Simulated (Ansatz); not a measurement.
# Ni (Ni (111), 6 layers): a single-point run

The task is a single-point run on Ni (Ni (111), 6 layers). The structure is shown as the input types it.

Computed with Ansatz 0.2.0 (DFT, PBEsol, PAW with Ansatz's default frozen-core files, scalar-relativistic (as first typed), unless a step's input says otherwise).

### 1 The structure to begin with

The structure is trigonal, space group P-3m1 (No. 164). Conventional cell: a = 2.450 Å, b = 2.450 Å, c = 26.001 Å, α = 90.00°, β = 90.00°, γ = 120.00°. Ni (site symmetry 3m) has 9 Ni at 2.43 to 2.45 Å as nearest neighbours. Around Ni (site symmetry 3m) lie 12 Ni at 2.43 to 2.45 Å. Ni (site symmetry 3m) has 12 Ni at 2.45 Å as nearest neighbours.

Structure file:

```xyz
6
Lattice="2.4498 0.0000 0.0000 -1.2249 2.1216 0.0000 0.0000 0.0000 26.0011" Properties=species:S:1:pos:R:3 pbc="T T T"
Ni    0.0000    0.7072    8.0269
Ni    0.0000    2.1216   10.0001
Ni    1.2249    1.4144   11.9997
Ni    0.0000    0.7072   14.0013
Ni    0.0000    2.1216   16.0010
Ni    1.2249    1.4144   17.9742
```

### 2 The calculation

The input, input.yaml:

```yaml
crystal:
  lattice:
    - [2.4497645824, 0.0, 0.0]
    - [-1.2248822912, 2.1215583616, 0.0]
    - [0.0, 0.0, 26.0011]
  atoms:
    - { symbol: Ni, position: [0.1666666667, 0.3333333333, 0.3087148057], spin: 1.0 }
    - { symbol: Ni, position: [0.5, 1.0, 0.3846019403], spin: 1.0 }
    - { symbol: Ni, position: [0.8333333333, 0.6666666667, 0.4615090077], spin: 1.0 }
    - { symbol: Ni, position: [0.1666666667, 0.3333333333, 0.5384906288], spin: 1.0 }
    - { symbol: Ni, position: [0.5, 1.0, 0.615398035], spin: 1.0 }
    - { symbol: Ni, position: [0.8333333333, 0.6666666667, 0.6912855818], spin: 1.0 }
  periodic: [true, true, false]
magnetization:
  spin_polarized: true
kpoints:
  mp_grid: { grid: [1, 1, 1] }
scf:
  occupations: { method: fermi_dirac, width: 0.1 }
  max_iter: 75
hamiltonian:
  xc: pbesol
  pseudopotentials: { kind: paw }
output:
  forces: true
  stress: true
  eigenvalues: true
```

Started as:

```console
$ ansatz run input.yaml --threads 3 --pin off --max-ram 9216MiB --backend cpu --events-out ev --progress --plain --runs-dir out
```

What happens when this is run?

The program finished normally, with warnings (slab cell height set, stability check not made, structure snapped to symmetry). It gives a largest force of 2.8 eV/Å, which is large; a structure far from rest gives such values too, whatever the setting.

Look at the input: kpoints.mp_grid.grid is [1, 1, 1]. The zone is sampled at a single point, which suits only large cells or molecules.

The test: set kpoints.mp_grid.grid to [15, 15, 1].
